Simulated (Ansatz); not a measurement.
# Si2Ni: the cost of one run

Computed with Ansatz 0.2.0 (DFT PBE, scalar-relativistic, plane waves, PAW, unless a step's input says otherwise).

The COD entry's cell or inner coordinates are ideal or old and differ from later refinements, so a difference from it is no clean test against experiment.

27 further runs of the same task are left out: 27 set aside as unsound or not needed. Runs told in other sessions of the task aren't counted.

## Step 1: Starting point

The structure is cubic, space group Fm-3m (No. 225). Conventional cell: a = 5.335 Å, b = 5.335 Å, c = 5.335 Å, α = 90.00°, β = 90.00°, γ = 90.00°. Si (site symmetry -43m) has 4 Ni at 2.31 Å in its first shell of neighbours. Ni (site symmetry m-3m) has 8 Si at 2.31 Å in its first shell of neighbours.

Structure file:

```
Si Ni
1.0
     0.00000    2.66758    2.66758
     2.66758    0.00000    2.66758
     2.66758    2.66758    0.00000
Si Ni
2 1
Direct
  0.25000 0.25000 0.25000
  0.75000 0.75000 0.75000
  0.00000 0.00000 0.00000
```

## Step 2: The run

input.yaml reads:

```yaml
crystal:
  lattice:
    - [0.0, 2.667582151, 2.667582151]
    - [2.667582151, 0.0, 2.667582151]
    - [2.667582151, 2.667582151, 0.0]
  atoms:
    - { symbol: Si, position: [0.25, 0.25, 0.25] }
    - { symbol: Si, position: [0.75, 0.75, 0.75] }
    - { symbol: Ni, position: [0.0, 0.0, 0.0], spin: 1.0 }
basis:
  ecutwfc: 520.0
kpoints:
  mp_grid: { grid: [14, 14, 14] }
hamiltonian:
  xc: pbe
  pseudopotentials: { kind: paw, azcp: { folder: soft_1 } }
scf:
  occupations: { method: gaussian, width: 0.15 }
  lower_state_search: "off"
output:
  forces: true
  stress: true
  eigenvalues: true
  populations: true
magnetization:
  spin_polarized: true
  initial_magnetization: 1.0
  spin_locking: { lock_magnetization: hard }
```

Launch:

```sh
$ ansatz run input.yaml --threads 2 --pin off --max-ram 4096MiB --backend cpu --events-out ev --progress --plain --runs-dir out
```

**Question.** How long does this run take on 2 threads of Arm Neoverse N1, shared host, and how much memory does it need?

About 16 s, with a peak of 0.42 GiB.
